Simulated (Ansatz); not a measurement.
**CH₃AlCl₂: basis-set convergence**

The task here is to estimate one member of a computed series from the others.

The runs use Ansatz 0.2.0, Gaussian basis; one geometry, several basis sets.

Plan: PBE0-D4/def2-SVP; ωB97M-V/def2-SVP; PBE0-D4/def2-QZVPP; ωB97M-V/def2-QZVPP; the functionals' def2-TZVPP values are taken from earlier runs.

### Structure used throughout

An earlier PBE0-D4 in a triple-zeta def2 set relaxation fixed the geometry.

SMILES `[CH3][Al]([Cl])[Cl]`, 7 atoms, charge 0, spin multiplicity 1.

Atoms are counted from 1 here; the program's logs count them from 0.

Bond lengths: C1–Al2 1.928 Å, C1–H5 1.091 Å, C1–H6 1.094 Å, C1–H7 1.094 Å, Al2–Cl3 2.090 Å, Al2–Cl4 2.090 Å. Angles: Al2–C1–H5 111.8°, Al2–C1–H6 110.4°, Al2–C1–H7 110.4°, H5–C1–H6 108.6°, H5–C1–H7 108.6°, H6–C1–H7 106.9°, C1–Al2–Cl3 121.2°, C1–Al2–Cl4 122.3°, Cl3–Al2–Cl4 116.5°.

Set-up of the first run:

in.yaml reads:

```yaml
crystal:
  periodic: [false, false, false]
  atoms:
    - {symbol: C, position_ang: [-0.174130, 0.933582, -0.165960]}
    - {symbol: Al, position_ang: [0.173824, -0.938317, 0.139961]}
    - {symbol: Cl, position_ang: [1.788760, -1.562700, 1.311004]}
    - {symbol: Cl, position_ang: [-1.027122, -2.444756, -0.670400]}
    - {symbol: H, position_ang: [-1.052790, 1.084405, -0.795386]}
    - {symbol: H, position_ang: [-0.332683, 1.452459, 0.783615]}
    - {symbol: H, position_ang: [0.685342, 1.407429, -0.648535]}
basis:
  gaussian: {orbitals: def2-SVP}
hamiltonian: {xc: pbe0, dispersion: d4}
output: {orbitals: {seedname: orbitals}}
```

The run is started by

```sh
ansatz run in.yaml --threads 4 --pin off --events-out ev --progress --plain --max-ram 10444MiB
```

Among the steps run: PBE0-D4 in def2-SVP; ωB97M-V in def2-SVP; PBE0-D4 in def2-QZVPP; ωB97M-V in def2-QZVPP.

One table of the session follows, with a row left open; its other results are not shown here.

| functional | basis | HOMO (eV) |
| --- | --- | --- |
| PBE0-D4 | def2-SVP | -8.79 |
| PBE0-D4 | def2-TZVPP | -8.87 |
| PBE0-D4 | def2-QZVPP | -8.89 |
| ωB97M-V | def2-SVP | ? |
| ωB97M-V | def2-TZVPP | -11.07 |
| ωB97M-V | def2-QZVPP | -11.10 |

Estimate the missing values for ωB97M-V, def2-SVP.

The run gave: HOMO (eV): -10.96. In the column «HOMO (eV)» it lies between ωB97M-V, def2-TZVPP (-11.07) and PBE0-D4, def2-QZVPP (-8.89).
